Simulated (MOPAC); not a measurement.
# CH5AlF2Ge (SMILES [CH3][Ge]([F])([F])[AlH2]) at 5 levels

Wanted: a comparison of 5 runs (AM1, MNDO, PM6, PM7) of CH5AlF2Ge. 

The calculation is run with MOPAC 23.2.5.

4 further runs of the same task are left out: 1 that didn't finish, 3 set aside as unsound or not needed.

### 1 The system as given

CH5AlF2Ge has 10 atoms, charge 0, and is taken as a singlet. As SMILES, `[CH3][Ge]([F])([F])[AlH2]`. Geometry: a rough force-field guess.

Bond lengths: C1–Ge2 1.921 Å, Ge2–F3 1.725 Å, Ge2–F4 1.758 Å, Ge2–Al5 2.434 Å, C1–H6 1.053 Å, C1–H7 1.116 Å, C1–H8 1.151 Å, Al5–H9 1.635 Å, Al5–H10 1.587 Å. Some angles: C1–Ge2–F3 107.5°, C1–Ge2–F4 112.2°, C1–Ge2–Al5 111.0°, F3–Ge2–F4 107.6°, F3–Ge2–Al5 109.9°, F4–Ge2–Al5 108.6°, Ge2–C1–H6 112.9°, Ge2–C1–H7 109.4°, Ge2–C1–H8 105.8°, Ge2–Al5–H9 119.9°.

### 2 Energy and gradient at AM1 (run 1)

Contents of calc.mop:

```
AM1 DISP GRADIENTS BONDS 1SCF AUX(PRECISION=6) THREADS=1
gradient of CH5AlF2Ge

C -1.012600 1 -1.183300 1 0.471500 1
Ge 0.570100 1 -0.480500 1 -0.360000 1
F 1.929600 1 -1.166000 1 0.451200 1
F 0.682300 1 -0.927200 1 -2.056900 1
Al 0.640200 1 1.946700 1 -0.189600 1
H -1.095200 1 -2.228200 1 0.375800 1
H -1.055400 1 -0.843600 1 1.533500 1
H -1.898900 1 -0.683600 1 -0.067500 1
H -0.557200 1 2.745400 1 0.585800 1
H 1.880100 1 2.769100 1 -0.740800 1
```

Command:

```bash
$ mopac calc.mop
```

calc.out:

```text
MOPAC v23.2.5
AM1 CALCULATION RESULTS
[...]
           Empirical Formula: C H5 Ge F2 Al  =    10 atoms
      MOLECULAR POINT GROUP   :   C1
[...]
     SCF FIELD WAS ACHIEVED
[...]
                              SUM =       -112.36948 KCAL/MOL = FINAL HEAT OF FORMATION
          TOTAL ENERGY            =      -1300.05486 EV
          ELECTRONIC ENERGY       =      -3177.19558 EV
          CORE-CORE REPULSION     =       1877.14072 EV
          COSMO AREA              =        143.46 SQUARE ANGSTROMS
          COSMO VOLUME            =        138.58 CUBIC ANGSTROMS
          GRADIENT NORM           =        130.16976          =       41.16329 PER ATOM
          IONIZATION POTENTIAL    =         10.132349 EV
          HOMO LUMO ENERGIES (EV) =        -10.132 -2.136
          NO. OF FILLED LEVELS    =         15
          MOLECULAR WEIGHT        =        154.6188         POINT GROUP:  C1
[...]
 DIPOLE           X         Y         Z       TOTAL
 POINT-CHG.    -1.618     1.933     0.985     2.706
 HYBRID        -0.036    -0.610    -0.123     0.623
 SUM           -1.654     1.323     0.862     2.287
[...]
 * JOB ENDED NORMALLY *
[...]
```

Run time: 0.04 s. Hardware: 1 thread of Arm Neoverse N1, shared host.

### 3 Energy and gradient at MNDO (run 2)

Contents of ch5alf2ge.mop:

```
MNDO 1SCF BONDS DISP GRADIENTS AUX(PRECISION=6) THREADS=1
CH5AlF2Ge

C -1.012600 1 -1.183300 1 0.471500 1
Ge 0.570100 1 -0.480500 1 -0.360000 1
F 1.929600 1 -1.166000 1 0.451200 1
F 0.682300 1 -0.927200 1 -2.056900 1
Al 0.640200 1 1.946700 1 -0.189600 1
H -1.095200 1 -2.228200 1 0.375800 1
H -1.055400 1 -0.843600 1 1.533500 1
H -1.898900 1 -0.683600 1 -0.067500 1
H -0.557200 1 2.745400 1 0.585800 1
H 1.880100 1 2.769100 1 -0.740800 1
```

Command:

```bash
$ mopac ch5alf2ge.mop
```

ch5alf2ge.out:

```text
MOPAC v23.2.5
MNDO CALCULATION RESULTS
[...]
           Empirical Formula: C H5 Ge F2 Al  =    10 atoms
      MOLECULAR POINT GROUP   :   C1
[...]
     SCF FIELD WAS ACHIEVED
[...]
                              SUM =        -87.25407 KCAL/MOL = FINAL HEAT OF FORMATION
          TOTAL ENERGY            =      -1285.58993 EV
          ELECTRONIC ENERGY       =      -3165.28606 EV
          CORE-CORE REPULSION     =       1879.69614 EV
          COSMO AREA              =        143.46 SQUARE ANGSTROMS
          COSMO VOLUME            =        138.58 CUBIC ANGSTROMS
          GRADIENT NORM           =        142.81029          =       45.16058 PER ATOM
          IONIZATION POTENTIAL    =          9.974538 EV
          HOMO LUMO ENERGIES (EV) =         -9.975 -1.180
          NO. OF FILLED LEVELS    =         15
          MOLECULAR WEIGHT        =        154.6188         POINT GROUP:  C1
[...]
 DIPOLE           X         Y         Z       TOTAL
 POINT-CHG.    -1.371     1.033     0.752     1.874
 HYBRID        -0.166    -0.087     0.005     0.188
 SUM           -1.537     0.946     0.757     1.957
[...]
 * JOB ENDED NORMALLY *
[...]
```

It took 0.04 s on 1 thread of Arm Neoverse N1, shared host.

### 4 Energy and gradient at PM6 (run 3)

Contents of calc.mop:

```
PM6 1SCF BONDS GRADIENTS DISP AUX(PRECISION=6) THREADS=1
CH5AlF2Ge, PM6

C     -1.012600 1    -1.183300 1     0.471500 1
Ge     0.570100 1    -0.480500 1    -0.360000 1
F      1.929600 1    -1.166000 1     0.451200 1
F      0.682300 1    -0.927200 1    -2.056900 1
Al     0.640200 1     1.946700 1    -0.189600 1
H     -1.095200 1    -2.228200 1     0.375800 1
H     -1.055400 1    -0.843600 1     1.533500 1
H     -1.898900 1    -0.683600 1    -0.067500 1
H     -0.557200 1     2.745400 1     0.585800 1
H      1.880100 1     2.769100 1    -0.740800 1
```

Command:

```bash
$ mopac calc.mop
```

calc.out:

```text
MOPAC v23.2.5
PM6 CALCULATION RESULTS
[...]
           Empirical Formula: C H5 Ge F2 Al  =    10 atoms
      MOLECULAR POINT GROUP   :   C1
[...]
     SCF FIELD WAS ACHIEVED
[...]
                              SUM =       -116.74239 KCAL/MOL = FINAL HEAT OF FORMATION
          TOTAL ENERGY            =      -1265.22226 EV
          ELECTRONIC ENERGY       =      -3084.79313 EV
          CORE-CORE REPULSION     =       1819.57087 EV
          COSMO AREA              =        143.46 SQUARE ANGSTROMS
          COSMO VOLUME            =        138.58 CUBIC ANGSTROMS
          GRADIENT NORM           =        125.42133          =       39.66171 PER ATOM
          IONIZATION POTENTIAL    =         10.184877 EV
          HOMO LUMO ENERGIES (EV) =        -10.185 -0.486
          NO. OF FILLED LEVELS    =         15
          MOLECULAR WEIGHT        =        154.6188         POINT GROUP:  C1
[...]
 DIPOLE           X         Y         Z       TOTAL
 POINT-CHG.    -2.937     3.893     1.804     5.199
 HYBRID         0.132    -1.160    -0.276     1.200
 SUM           -2.805     2.732     1.527     4.203
[...]
 * JOB ENDED NORMALLY *
[...]
```

It took 0.04 s on 1 thread of Arm Neoverse N1, shared host.

Run 4 isn't shown in full; the table further down has it.

### 5 A single-point energy at PM7 (COSMO dichloromethane) (run 5)

Contents of mopac_ase.py:

```python
from ase.calculators.mopac import MOPAC
from ase import Atoms

mol = Atoms(
    ['C', 'Ge', 'F', 'F', 'Al', 'H', 'H', 'H', 'H', 'H'],
    positions=[
        [-1.012600, -1.183300, 0.471500],
        [0.570100, -0.480500, -0.360000],
        [1.929600, -1.166000, 0.451200],
        [0.682300, -0.927200, -2.056900],
        [0.640200, 1.946700, -0.189600],
        [-1.095200, -2.228200, 0.375800],
        [-1.055400, -0.843600, 1.533500],
        [-1.898900, -0.683600, -0.067500],
        [-0.557200, 2.745400, 0.585800],
        [1.880100, 2.769100, -0.740800],
    ],
)
calc = MOPAC(label="job", method="PM7", task="1SCF GRADIENTS EPS=8.93 PL AUX(PRECISION=9) THREADS=1")
mol.calc = calc
epot = mol.get_potential_energy()
print(f"heat of formation: {epot:.6f} eV")
print("forces (eV/A):")
for sym, f in zip(mol.get_chemical_symbols(), mol.get_forces()):
    print(f"{sym:2s} {f[0]:10.5f} {f[1]:10.5f} {f[2]:10.5f}")
print("dipole (e A):", mol.get_dipole_moment().round(4))
homo, lumo = calc.get_homo_lumo_levels()
print(f"HOMO {homo:.3f} eV, LUMO {lumo:.3f} eV, gap {lumo - homo:.3f} eV")
```

Command:

```bash
$ export ASE_MOPAC_COMMAND="mopac PREFIX.mop > /dev/null 2>&1"
$ python mopac_ase.py
```

The program printed:

```text
heat of formation: -1.263498 eV
forces (eV/A):
C    -1.07676    1.42102   -0.27796
Ge    1.58831   -3.29535   -0.96771
F    -1.38330    0.36393   -0.98303
F    -0.13312    0.10911    1.98898
Al   -0.57497    3.82983    0.49842
H    -0.05801   -0.81965    0.05899
H     0.12753   -0.31233   -0.43193
H     0.79488   -0.58833    0.51171
H     1.11556   -0.69359   -0.82528
H    -0.40011   -0.01464    0.42783
dipole (e A): [-1.0052  0.8272  0.4884]
HOMO -9.835 eV, LUMO -1.956 eV, gap 7.879 eV
```

The calculator wrote job.mop:

```
PM7 1SCF GRADIENTS EPS=8.93 PL AUX(PRECISION=9) THREADS=1 DISP RELSCF=0.0001 
Title: ASE calculation

 C  -1.0126 1 -1.1833 1 0.4715 1
 Ge 0.5701 1 -0.4805 1 -0.36 1
 F  1.9296 1 -1.166 1 0.4512 1
 F  0.6823 1 -0.9272 1 -2.0569 1
 Al 0.6402 1 1.9467 1 -0.1896 1
 H  -1.0952 1 -2.2282 1 0.3758 1
 H  -1.0554 1 -0.8436 1 1.5335 1
 H  -1.8989 1 -0.6836 1 -0.0675 1
 H  -0.5572 1 2.7454 1 0.5858 1
 H  1.8801 1 2.7691 1 -0.7408 1
```

It took 0.32 s on 1 thread of Arm Neoverse N1, shared host.

### 6 All runs side by side

| run | level | task | keywords | heat of formation (kcal/mol) | dipole moment (D) | HOMO energy (eV) | LUMO energy (eV) | wall time |
| --- | --- | --- | --- | --- | --- | --- | --- | --- |
| 1 | AM1 | gradient | BONDS DISP | -112.37 | 2.29 | -10.13 | -2.14 | 0.04 s |
| 2 | MNDO | gradient | BONDS DISP | -87.25 | 1.96 | -9.97 | -1.18 | 0.04 s |
| 3 | PM6 | gradient | BONDS DISP | -116.74 | 4.20 | -10.19 | -0.49 | 0.04 s |
| 4 | PM7 | gradient | BONDS DISP | -13.16 | 5.33 | -9.88 | -2.95 | 0.04 s |
| 5 | PM7 (COSMO dichloromethane) | energy | PL | -29.14 | 6.68 | -9.84 | -1.96 | 0.32 s |

### 7 Summary of results

| quantity | value |
| --- | --- |
| run 5: total energy | -46.74761 Eh |
| run 5: dipole moment | 6.68 D |
| run 5: HOMO energy | -9.84 eV |
| run 5: LUMO energy | -1.96 eV |
| run 5: HOMO–LUMO gap | 7.88 eV |
| run 5: dispersion energy | -1.46 kJ/mol |
| run 5: heat of formation at this unrelaxed shape | -29.1 kcal/mol |
| run 5: largest force on an atom | 3.905 eV/Å |

In words: The dipole moment (its size) runs from 1.96 D (MNDO) to 6.68 D (PM7). The two ends differ in method and solvent. The HOMO–LUMO gap runs from 6.93 eV (PM7) to 9.70 eV (PM6). Force-field and semi-empirical energies have zeros of their own, so their totals don't compare. All runs together took 0.48 s, the longest 0.32 s.
